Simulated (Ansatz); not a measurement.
# BBrH5NO: the cost of one run

All numbers below are computed with Ansatz 0.2.0 (RKS revPBE/def2-SVP).

### 1 The starting structure

Bond lengths: B1–O2 1.760 Å, O2–H3 1.010 Å, B1–H4 1.190 Å, B1–N5 1.550 Å, N5–H6 1.060 Å, N5–H7 1.060 Å, B1–Br8 2.340 Å, O2–H9 1.120 Å, Br8–H9 1.485 Å. Angles: B1–O2–H3 109.5°, B1–O2–H9 88.7°, H3–O2–H9 99.5°, O2–B1–H4 120.0°, O2–B1–N5 120.0°, O2–B1–Br8 71.6°, H4–B1–N5 120.0°, H4–B1–Br8 105.4°, N5–B1–Br8 92.8°, B1–N5–H6 120.0°, B1–N5–H7 120.0°, H6–N5–H7 120.0°, B1–Br8–H9 60.6°, O2–H9–Br8 139.1°.

Structure file:

```xyz
9

B     0.0000    0.0000    0.0000
O     0.0000    0.0000    1.7600
H    -0.9095   -0.2814    2.0971
H     1.0305    0.0000   -0.5950
N    -1.3423    0.0000   -0.7750
H    -2.0112   -0.8164   -0.6764
H    -1.5914    0.8164   -1.4036
Br   -0.2927    2.2013    0.7379
H    -0.1476    1.1104    1.7348
```

### 2 Pulling towards end A

Springs on the bonds that form and break draw the guess towards this end; the thresholds are loose.

File input.yaml:

```yaml
crystal:
  periodic: [false, false, false]
  atoms:
    - { symbol: B, position_ang: [0.0, 0.0, 0.0] }
    - { symbol: O, position_ang: [0.0, 0.0, 1.76] }
    - { symbol: H, position_ang: [-0.9095, -0.2814, 2.0971] }
    - { symbol: H, position_ang: [1.0305, 0.0, -0.595] }
    - { symbol: "N", position_ang: [-1.3423, 0.0, -0.775] }
    - { symbol: H, position_ang: [-2.0112, -0.8164, -0.6764] }
    - { symbol: H, position_ang: [-1.5914, 0.8164, -1.4036] }
    - { symbol: Br, position_ang: [-0.2927, 2.2013, 0.7379] }
    - { symbol: H, position_ang: [-0.1476, 1.1104, 1.7348] }
basis:
  gaussian: { orbitals: def2-SVP }
hamiltonian:
  xc: revpbe
relax:
  f_tol: 0.15
  max_steps: 25
  restrain:
    - { distance: [0, 7], at: 3.24, k: 30.0 }
    - { distance: [8, 1], at: 2.21, k: 30.0 }
    - { distance: [0, 1], at: 1.41, k: 30.0 }
    - { distance: [8, 7], at: 1.55, k: 30.0 }
output:
  orbitals: {}
```

The run is started by

```bash
$ ansatz run input.yaml --threads 2 --pin off --max-ram 3072MiB --backend cpu --events-out ev --progress --plain --runs-dir out
```

What time and memory should one allow on 2 threads of Arm Neoverse V1, shared host?

About 23 s, with a peak of 0.15 GiB.
